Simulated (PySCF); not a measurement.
**doublet SnTe− at 6 levels**

We compute a comparison of 6 runs (UHF/STO-3G, U-wB97M-V/def2-TZVPPD, UB2PLYP/def2-TZVPPD, UBLYP/def2-TZVPPD, UCAM-B3LYP/def2-TZVPPD, UPBE0/def2-TZVPPD) of doublet SnTe−. The job is set up through a Python script.

Program for the calculation: PySCF 2.14.0.

3 further runs of the same task are left out: 3 set aside as unsound or not needed.

## 1. The molecule

SnTe− has 2 atoms, charge -1, and is taken as a doublet. As SMILES of the parent species, `[Sn][Te]`. Geometry: a GFN2-xTB relaxation, a rough one for these elements and not checked as a minimum. That shape belongs to the parent species and isn't relaxed for this state.

Bond lengths: Sn1–Te2 2.537 Å.

## 2. The energy at UHF/STO-3G (run 1)

run.py

```python
from pyscf import gto, scf

molecule = gto.M(
    atom='Sn 0.000000 0.000000 0.000000; Te 0.000000 0.000000 2.536770',
    basis='sto-3g',
    spin=1,
    max_memory=1860,
    verbose=3,
    charge=-1,
)

mf = scf.UHF(molecule)
mf.conv_tol = 1e-10
mf.kernel()
if not mf.converged:
    mf = mf.newton().run(mf.mo_coeff, mf.mo_occ)

etot = mf.e_tot
print(f'total energy: {etot:.8f} hartree')
```

Launch:

```console
OMP_NUM_THREADS=1 python run.py
```

Standard output:

```text
converged SCF energy = -12510.3270971532  <S^2> = 0.76996495  2S+1 = 2.0198663
total energy: -12510.32709715 hartree
```

Run time: 1.1 s. Hardware: 1 thread of Arm Neoverse V1, shared host; peak memory 0.12 GiB.

## 3. The energy at U-wB97M-V/def2-TZVPPD (core potential) (run 2)

job.py

```python
from pyscf import gto, dft

system = gto.Mole()
system.atom = '''
Sn   0.000000   0.000000   0.000000
Te   0.000000   0.000000   2.536770
'''
system.ecp = 'def2-svp'
system.basis = 'def2-tzvppd'
system.charge = -1
system.spin = 1
system.verbose = 3
system.max_memory = 1860
system.build()

mf = dft.UKS(system)
mf.xc = 'wb97m-v'
mf.grids.level = 5
mf.conv_tol = 1e-10
mf.nlcgrids.level = 1
mf.kernel()
if not mf.converged:
    mf = mf.newton().run(mf.mo_coeff, mf.mo_occ)

e_final = mf.e_tot
print('E(%s) = %.9f' % ('WB97M-V', e_final))
```

Launch:

```console
OMP_NUM_THREADS=1 python job.py
```

Standard output:

```text
WARN: HOMO -0.86224129637557 >= LUMO -0.862241296375575

WARN: HOMO 0.16121957810679 >= LUMO 0.161313666394959

converged SCF energy = -482.34449318842  <S^2> = 0.75522433  2S+1 = 2.0052175
E(WB97M-V) = -482.344493188
```

Wall time 1.9 min (1 thread of Arm Neoverse V1, shared host); peak memory 0.67 GiB.

Runs 3 to 5 aren't shown in full; the table further down has their settings and results.

## 4. A single-point energy at UPBE0/def2-TZVPPD (core potential) (run 6)

run.py

```python
from pyscf import gto, dft

mol = gto.Mole()
mol.atom = '''
Sn   0.000000   0.000000   0.000000
Te   0.000000   0.000000   2.536770
'''
mol.ecp = 'def2-svp'
mol.charge = -1
mol.verbose = 4
mol.spin = 1
mol.basis = 'def2-tzvppd'
mol.max_memory = 1860
mol.build()

calc0 = dft.UKS(mol)
calc0.xc = 'pbe0'
calc0.conv_tol = 1e-10
calc0.grids.level = 5
calc0.kernel()
if not calc0.converged:
    calc0 = calc0.newton().run(calc0.mo_coeff, calc0.mo_occ)

energy = calc0.e_tot
print('E = %.10f Eh' % energy)
```

Launch:

```console
OMP_NUM_THREADS=1 python run.py
```

Standard output:

```text
PySCF version 2.14.0

[INPUT] num. atoms = 2
[INPUT] num. electrons = 47
[INPUT] charge = -1
[INPUT] spin (= nelec alpha-beta = 2S) = 1
[INPUT] symmetry False subgroup None
[INPUT] Mole.unit = angstrom
[INPUT] Symbol           X                Y                Z      unit          X                Y                Z       unit  Magmom
[INPUT]  1 Sn     0.000000000000   0.000000000000   0.000000000000 AA    0.000000000000   0.000000000000   0.000000000000 Bohr   0.0
[INPUT]  2 Te     0.000000000000   0.000000000000   2.536770000000 AA    0.000000000000   0.000000000000   4.793800541013 Bohr   0.0

nuclear repulsion = 110.142254664696
number of shells = 37
number of NR pGTOs = 198
number of NR cGTOs = 115
basis = def2-tzvppd
ecp = def2-svp

[... 31 lines left out ...]
[... the frontier-level lines of each cycle are left out ...]
[... 3 lines left out ...]
[... 66 lines left out ...]
converged SCF energy = -482.440071981112  <S^2> = 0.75612528  2S+1 = 2.0061159
E = -482.4400719811 Eh
```

Wall time 29 s (1 thread of Arm Neoverse V1, shared host); peak memory 0.6 GiB.

## 5. The series

```
run                                    level  core potential  integration grid    energy (Eh)  HOMO energy (eV)  LUMO energy (eV)   ⟨S²⟩  wall time
  1                               UHF/STO-3G               –                 –  -12510.327097              3.42             10.42  0.770      1.1 s
  2   U-wB97M-V/def2-TZVPPD (core potential)        def2-svp                 5    -482.344493             -1.13              3.34  0.755    1.9 min
  3     UB2PLYP/def2-TZVPPD (core potential)        def2-svp                 5    -482.039680             -0.03              2.97  0.758       32 s
  4       UBLYP/def2-TZVPPD (core potential)        def2-svp                 5    -482.322644              1.59              1.61  0.752       32 s
  5  UCAM-B3LYP/def2-TZVPPD (core potential)        def2-svp                 5    -482.398938             -0.40              2.98  0.756       49 s
  6       UPBE0/def2-TZVPPD (core potential)        def2-svp                 5    -482.440072              0.58              2.06  0.756       29 s
```

## 6. Outcome

| quantity | value |
| --- | --- |
| run 6: total energy | -482.44007 Eh |
| run 6: HOMO energy (highest over α and β) | 0.58 eV |
| run 6: LUMO energy (lowest over α and β) | 2.06 eV |
| run 6: ⟨S²⟩ | 0.756 |

Totals of different functionals can't be ranked against each other. Some runs of one species differ in core potentials or relativity; totals across that change don't compare. In runs 1, 4, 6 the HOMO lies above zero, so the outermost electron may be held by the basis alone. In run 1 the basis is minimal, so the values are rough. In run 1 relativity is left out where basis or elements ask for it. All runs together took 4.2 min, the longest 1.9 min.
